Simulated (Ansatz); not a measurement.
**(111) superlattice of 4 and 2 atomic planes of CdS and ZnSe, in-plane a of CdS, 6 atoms**

Aim: a base single point, then the same cell under other settings, to see what each one moves.

Method: density functional theory in Ansatz 0.2.0, PAW datasets, plane waves.

1 further run of the same task is left out (it didn't finish).

## 1. Starting point

6 atoms (2 Cd, 2 S, 1 Zn, 1 Se); a = 4.119 Å, b = 4.119 Å, c = 9.895 Å, α = 90.00°, β = 90.00°, γ = 120.00°. All atoms were shaken off their sites by about 0.04 Å along each axis.

As a file:

```xyz
6
Lattice="2.9122 -2.9122 0.0000 0.0000 2.9122 -2.9122 5.7130 5.7130 5.7130" Properties=species:S:1:pos:R:3 pbc="T T T"
Cd    5.7159    5.7458    5.6492
Cd    2.8956    2.9017    0.0521
S     1.4704    1.4519    1.4580
S     4.4275    4.3394    1.4396
Zn    5.7887    2.8662    2.8991
Se    7.1981    4.2824    4.2091
```

## 2. PBEsol single point

in.yaml

```yaml
crystal:
  lattice:
    - [2.912246, -2.912246, 0.000000]
    - [0.000000, 2.912246, -2.912246]
    - [5.713006, 5.713006, 5.713006]
  atoms:
    - { symbol: Cd, position: [0.004199, 0.018681, 0.998358] }
    - { symbol: Cd, position: [0.324776, 0.651640, 0.341293] }
    - { symbol: S, position: [0.003541, 0.000714, 0.255578] }
    - { symbol: S, position: [0.352080, 0.673905, 0.595517] }
    - { symbol: Zn, position: [0.665256, 0.326972, 0.674136] }
    - { symbol: Se, position: [0.675846, 0.350510, 0.915438] }
kpoints:
  mp_grid: { grid: [4, 4, 2] }
hamiltonian:
  xc: pbesol
scf:
  occupations: { method: fermi_dirac, width: 0.01 }
output:
  forces: true
  eigenvalues: true
  stress: true
  populations: true
```

Command:

```bash
$ ansatz run in.yaml --threads 7 --pin off --max-ram 13300MiB --runs-dir r --events-out ev --progress --plain
```

## 3. Changed settings: mixer broyden

in.yaml: that of step 2 with these lines changed.

```diff
@@ -18,2 +18,4 @@
   occupations: { method: fermi_dirac, width: 0.01 }
+  max_iter: 100
+  mixing: { algorithm: broyden }
 output:
@@ -22,2 +24 @@
   stress: true
-  populations: true
```

## 4. Variant: mixer broyden, k points one point at (½, ½, ½), dispersion D4

in.yaml: that of step 3 with these lines changed.

```diff
@@ -13,5 +13,6 @@
 kpoints:
-  mp_grid: { grid: [4, 4, 2] }
+  mp_grid: { grid: [1, 1, 1], shift: [0.5, 0.5, 0.5] }
 hamiltonian:
   xc: pbesol
+  dispersion: d4
 scf:
```

## 5. Variant: mixing beta 0.6, occupations Fermi–Dirac, xc grid 1

in.yaml: that of step 4 with these lines changed.

```diff
@@ -13,10 +13,10 @@
 kpoints:
-  mp_grid: { grid: [1, 1, 1], shift: [0.5, 0.5, 0.5] }
+  mp_grid: { grid: [4, 4, 2] }
+basis: { xc_grid: 1 }
 hamiltonian:
   xc: pbesol
-  dispersion: d4
 scf:
   occupations: { method: fermi_dirac, width: 0.01 }
-  max_iter: 100
-  mixing: { algorithm: broyden }
+  max_iter: 70
+  mixing: { beta: 0.6 }
 output:
```

## 6. Run again with occupations fixed, density threshold 0.01 eV

in.yaml: that of step 5 with these lines changed.

```diff
@@ -14,3 +14,2 @@
   mp_grid: { grid: [4, 4, 2] }
-basis: { xc_grid: 1 }
 hamiltonian:
@@ -18,5 +17,5 @@
 scf:
-  occupations: { method: fermi_dirac, width: 0.01 }
-  max_iter: 70
-  mixing: { beta: 0.6 }
+  occupations: { method: fixed }
+  max_iter: 50
+  convergence: { dr2_threshold: 1e-02 }
 output:
```

What does the calculation give? Wanted: for each run, settings; status; energy from base; forces from base.

**Answer**, as computed:

| settings | status | cycles | time | energy from base (meV/atom) | forces from base (eV/Å rms) | filled to empty level on the mesh (eV) |
| --- | --- | --- | --- | --- | --- | --- |
| base | converged | 8 | 2.1 s (7 CPU threads) | 0 | 0 | 0.95 |
| mixer broyden | converged | 8 | 1.8 s (7 CPU threads) | 0.0 | 0.000 | 0.95 |
| mixer broyden, k points one point at (½, ½, ½), dispersion D4 | converged | 10 | 0.6 s (7 CPU threads) | - | 1.176 | 3.42 |
| mixing beta 0.6, occupations Fermi–Dirac, xc grid 1 | converged | 8 | 1.8 s (7 CPU threads) | 0.0 | 0.000 | 0.95 |
| occupations fixed, density threshold 0.01 eV | converged, settings too loose | 6 | 1.7 s (7 CPU threads) | 0.0 | 0.000 | 0.95 |

Among these variants the forces move most with mixer broyden, k points one point at (½, ½, ½), dispersion D4 (1.176 eV/Å rms).
